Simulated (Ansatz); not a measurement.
# GeH₄O (triplet): wave-function methods side by side at distance Ge1–H5 along a hydrogen transfer = 1.534 Å, cc-pVDZ

The task here is to estimate one member of a computed series from the others.

The runs use Ansatz 0.2.0, Gaussian basis; cc-pVDZ, core rule «outside noble gas», up to 15 orbitals frozen.

To be run: UHF; CCSD(T) on ROHF; CCSD(T) on UHF; BCCD(T) on ROHF; CISD; CCSDT(Q) on ROHF; CCSDT(Q) on UHF; CASSCF and MRCISD+Q, 4 electrons in 4 orbitals; CASSCF and NEVPT2, 4 electrons in 4 orbitals.

15 further runs of the same task are left out: 13 that didn't finish, 2 set aside as unsound or not needed.

## The geometry

The geometry derives from fragments relaxed apart (PBE0/def2-TZVP) and kept rigid, so it is no stationary point. A hydrogen atom is moved between rigid fragments. No spin-orbit coupling is included. The filled d shell of Ge may be among the frozen orbitals whatever the setting's name suggests; the logs give the count.

6 atoms, charge 0, spin multiplicity 3.

Atoms are counted from 1 here; the program's logs count them from 0.

Bond lengths: Ge1–H2 1.534 Å, Ge1–H3 1.534 Å, Ge1–H4 1.534 Å, Ge1–H5 1.534 Å. Angles: H2–Ge1–H3 109.5°, H2–Ge1–H4 109.5°, H2–Ge1–H5 109.5°, H3–Ge1–H4 109.5°, H3–Ge1–H5 109.5°, H4–Ge1–H5 109.5°.

The first run:

Contents of in.yaml:

```yaml
crystal:
  periodic: [false, false, false]
  atoms:
    - {symbol: Ge, position_ang: [-0.561275, 0.000000, 0.000000]}
    - {symbol: H, position_ang: [-1.072725, 1.446599, 0.000000]}
    - {symbol: H, position_ang: [-1.072725, -0.723300, 1.252792]}
    - {symbol: H, position_ang: [-1.072725, -0.723299, -1.252792]}
    - {symbol: H, position_ang: [0.973074, 0.000000, 0.000000]}
    - {symbol: O, position_ang: [2.689725, 0.000000, 0.000000]}
basis:
  gaussian: {orbitals: cc-pVDZ}
magnetization: {spin_polarized: true, initial_magnetization: 2}
hamiltonian: {xc: hf}
output: {orbitals: {seedname: orbitals}}
```

Command:

```console
$ ansatz run in.yaml --threads 1 --pin off --events-out ev --progress --plain --max-ram 2393MiB
```

Steps of the session up to this table: UHF; CCSD(T) on ROHF; CCSD(T) on UHF; BCCD(T) on ROHF; CISD; CCSDT(Q) on ROHF; CCSDT(Q) on UHF; CASSCF and MRCISD+Q, 4 electrons in 4 orbitals; CASSCF and NEVPT2, 4 electrons in 4 orbitals.

One of the session's tables, all rows but one given; the rest of the session is left out.

```
     method  from UCCSDT(Q) (kJ/mol)
       ROHF                   +724.5
        UHF                   +709.6
       RMP2                   +132.2
       UMP2                        ?
       CISD                    +67.7
      RCCSD                    +12.5
      UCCSD                    +12.2
   RCCSD(T)                     +2.6
   UCCSD(T)                     +2.5
    BCCD(T)                     +2.6
     RCCSDT                     +0.6
     UCCSDT                     +0.4
  RCCSDT(Q)                     +0.2
  UCCSDT(Q)                        0
CASSCF pair                   +686.6
NEVPT2 pair                   +130.2
```

**Question.** Estimate the row for UMP2.

As computed: from UCCSDT(Q) (kJ/mol): +131.4. In the column «from UCCSDT(Q) (kJ/mol)» it lies between NEVPT2 pair (+130.2) and RMP2 (+132.2).

Not comparable, so not listed: CASSCF and MRCISD+Q, 4 electrons in 4 orbitals (they don't share determinant, frozen orbitals or solution with the rows shown, or repeat one).

Limits of these values: Restricted and unrestricted rows rest on different reference determinants; where their highest levels disagree by more than a few hundredths of an eV, they describe different states and don't form one ladder. Warnings in the runs' records: passed over end.
